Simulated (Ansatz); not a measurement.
The system is Mn2FeSe3.

```
Se Fe Mn
1.0
     3.52575    0.00000    0.00000
    -1.76287    3.05339    0.00000
     0.00000    0.00000    8.56452
Se Fe Mn
3 1 2
Cartesian
  0.0000 0.0000 4.2823
  1.7629 1.0178 7.1891
  0.0000 2.0356 1.3754
  0.0000 0.0000 0.0000
  1.7629 1.0178 2.8538
  0.0000 2.0356 5.7107
```

The cell comes from a database or a generator and needn't be the stable form of this composition.

Alike in all runs: program Ansatz 0.2.0; functional PBE; potentials or basis Ansatz PAW; cutoff 420 eV (not typed: the program's choice for these potentials); k mesh 7 × 7 × 3; occupations fermi-dirac, width 0.05 eV.

Starts and where they ended:

```tsv
start	free energy over the lowest (meV/atom)	net moment (μB)	site or absolute moments (μB)	gap
collinear spin, ferromagnetic start of up to 4 μB; fixed moment 11	4.2	11.00	Se +0.08, +0.09; Fe +2.65; Mn +3.62	-
collinear spin, ferromagnetic start of up to 6 μB; fixed moment 16.5	1195.8	16.50	Se +0.38, +0.49; Fe +3.95; Mn +4.33	-
collinear spin, ferromagnetic start of up to 5.02 μB; fixed moment 13.8	217.6	13.80	Se +0.24, +0.28; Fe +3.36; Mn +4.11	-
collinear spin, ferromagnetic start of up to 1.02 μB; fixed moment 2.8	44.8	2.80	Se -0.06, -0.09; Fe -2.94; Mn +2.92	-
collinear spin, ferromagnetic start of up to 8 μB; fixed moment 22	4784.3	22.00	Se +1.14, +0.98; Fe +4.37; Mn +4.73	-
collinear spin, ferromagnetic start of up to 2.98 μB; fixed moment 8.2	29.8	8.20	Se +0.01, +0.00; Fe +1.14; Mn +3.26	-
collinear spin, ferromagnetic start of up to 2 μB; fixed moment 5.5	0.0	5.50	Se +0.10, +0.00; Fe -2.56; Mn +3.68	-
collinear spin, program default start; fixed moment 0	442.9	0.00	-	-
```

All polarised runs hold their moment fixed, so the table maps the energy against it. A still lower state may exist.

Caveats: the cell is far from rest, so the order of the states can change on relaxing; the total moment is fixed, so each spin has its own Fermi level; the starting moments weren't kept (some runs).
